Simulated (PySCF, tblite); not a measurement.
# C3H8BFS: geometry, infrared bands and NMR shifts

Wanted: the infrared bands and NMR shifts of C3H8BFS (`C[S@+]1[BH2-][C@@H](F)C1`), by calculation.

Programs: tblite 0.8.0 and PySCF 2.14.0, with density-fitted response routines of our own. Each step states its level of theory. These are calculated values for one molecule in the gas phase, unless marked as measured. Atoms count from 0, in the outputs and in this text.

## (1) The starting structure

14 atoms, charge 0, multiplicity 1; geometry from: force field or distance geometry start.

Bonds of the start (Å): C0–S1 1.77, S1–B2 1.83, B2–C3 1.60, C3–F4 1.37, C3–C5 1.53, C5–S1 1.76, C0–H6 1.12, C0–H7 1.10, C0–H8 1.10, B2–H9 1.18, B2–H10 1.19, C3–H11 1.11, C5–H12 1.10, C5–H13 1.10.

## (2) Geometry optimisation with GFN2-xTB

Job settings and geometry (Å):

```
{"job": {"kind": "relax", "xc": "GFN2-xTB", "basis": "xTB"}, "charge": 0, "multiplicity": 1}
C      2.123600     0.291500     0.422100
S      0.683000    -0.159300    -0.495200
B     -0.757400     0.955300    -0.368700
C     -1.570500    -0.401600    -0.615500
F     -1.442100    -0.899400    -1.888300
C     -0.579800    -1.052900     0.350000
H      2.296700     1.383800     0.219800
H      2.040000     0.198400     1.514900
H      2.984900    -0.243700    -0.016700
H     -0.965100     1.469600     0.677900
H     -0.849700     1.714400    -1.284200
H     -2.611800    -0.370400    -0.228600
H     -0.532900    -2.152900     0.311000
H     -0.819600    -0.733400     1.379400
```

The run is started by

```console
$ OMP_NUM_THREADS=1 python probes_run.py task.json out
```

This one command runs all jobs of the session in turn.

**Question.** This job is followed by: GFN2-xTB harmonic vibrations, gas phase; GIAO PBE0/pcSseg-1 NMR shielding, non-relativistic, gas phase. What will the session give for the following? strongest single infrared mode (GFN2-xTB); zero-point energy (GFN2-xTB); 13C shifts against TMS (PBE0/pcSseg-1); 1H shifts against TMS (PBE0/pcSseg-1, means over atoms taken as alike); 33S shifts against CS2 (PBE0/pcSseg-1); 11B shifts against BF3·OEt2 (PBE0/pcSseg-1); 19F shifts against CFCl3 (PBE0/pcSseg-1).

**Answer**, as computed:

| quantity | value |
| --- | --- |
| strongest single infrared mode (GFN2-xTB) | 2572 cm⁻¹, 123 km/mol |
| zero-point energy (GFN2-xTB) | 66.9 kcal/mol |
| 13C shifts against TMS (PBE0/pcSseg-1) | 86.2, 51.5, 29.6 ppm |
| 1H shifts against TMS (PBE0/pcSseg-1, means over atoms taken as alike) | 5.36, 3.80, 3.73, 3.43, 3.20, 2.28 ppm |
| 33S shifts against CS2 (PBE0/pcSseg-1) | -81 ppm |
| 11B shifts against BF3·OEt2 (PBE0/pcSseg-1) | -6.6 ppm |
| 19F shifts against CFCl3 (PBE0/pcSseg-1) | -203.8 ppm |

The optimisation took 107 steps and gained 1.238 eV; among the close pairs (by a distance rule), S1–B2 changed most, from 1.826 to 2.039 Å. All 36 modes are real, so the xTB geometry is a minimum. The strongest single mode, at 2572 cm⁻¹, moves mainly H9. GFN2-xTB is a fitted tight-binding method: band positions and strengths are rough. Its intensities can rank the bands wrongly. The most deshielded carbon is C3 (sp3 CH bonded to B and F), at 86.2 ppm: deshielded by the electronegative neighbour. H11 (hydrogen on an sp3 CH bonded to B and F) lies farthest downfield among hydrogen, at 5.36 ppm; its carbon carries F, hence the downfield position. At PBE0/pcSseg-1: Shielding is most anisotropic at S1 (span 285 ppm, paramagnetic term -473 ppm).
